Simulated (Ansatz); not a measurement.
# ZnCd3Se2: the cost of one run

Computed with Ansatz 0.2.0 (DFT PBE, scalar-relativistic, plane waves, PAW, unless a step's input says otherwise).

## (1) The system as given

It takes space group P6/mmm (No. 191, hexagonal). The conventional cell has a = 6.485 Å, b = 6.485 Å, c = 3.812 Å, α = 90.00°, β = 90.00°, γ = 120.00°. Around Zn (site symmetry 6/mmm) lie 6 Se at 3.74 Å and 12 Cd at 3.76 Å and 2 Zn at 3.81 Å. Cd (site symmetry mmm) has 4 Se at 2.67 Å in its first shell of neighbours. Se (site symmetry -6m2) is surrounded by 6 Cd at 2.67 Å and 3 Zn at 3.74 Å.

Structure file:

```cif
data_structure
_symmetry_space_group_name_H-M 'P 1'
_symmetry_Int_Tables_number 1
_cell_length_a 6.4852
_cell_length_b 6.4852
_cell_length_c 3.8121
_cell_angle_alpha 90.000
_cell_angle_beta 90.000
_cell_angle_gamma 120.000
_cell_volume 138.85
loop_
_atom_site_label
_atom_site_type_symbol
_atom_site_fract_x
_atom_site_fract_y
_atom_site_fract_z
_atom_site_occupancy
Zn1 Zn 0.00000 0.00000 0.50000 1
Cd1 Cd 0.00000 0.50000 0.00000 1
Cd2 Cd 0.50000 0.00000 0.00000 1
Cd3 Cd 0.50000 0.50000 0.00000 1
Se1 Se 0.33333 0.66667 0.50000 1
Se2 Se 0.66667 0.33333 0.50000 1
```

A structure generator made this guess: species swapped into a database cell of TmB2Rh3 (P6/mmm, No. 191), with Zn on the Tm sites, Se on the B sites and Cd on the Rh sites. The dimensions are guesses.

## (2) The guess as it stands, on a coarse mesh

Input file input.yaml:

```yaml
crystal:
  lattice:
    - [6.48518563, 0.0, 0.0]
    - [-3.24259282, 5.61633551, 0.0]
    - [0.0, 0.0, 3.81205949]
  atoms:
    - { symbol: Zn, position: [0.0, 0.0, 0.5] }
    - { symbol: Cd, position: [0.0, 0.5, 0.0] }
    - { symbol: Cd, position: [0.5, 0.0, 0.0] }
    - { symbol: Cd, position: [0.5, 0.5, 0.0] }
    - { symbol: Se, position: [0.33333333, 0.66666667, 0.5] }
    - { symbol: Se, position: [0.66666667, 0.33333333, 0.5] }
basis:
  ecutwfc: 420
kpoints:
  mp_grid: { grid: [3, 3, 4] }
hamiltonian:
  xc: pbe
scf:
  occupations: { method: gaussian, width: 0.1 }
  lower_state_search: "off"
output:
  forces: true
  stress: true
  eigenvalues: true
```

The run is started by

```console
$ ansatz run input.yaml --threads 1 --pin off --max-ram 2560MiB --backend cpu --events-out ev --progress --plain --runs-dir out
```

**Question.** How long does this run take on 1 thread of Arm Neoverse V1, shared host, and how much memory does it need?

About 5.4 s, with a peak of 0.42 GiB.
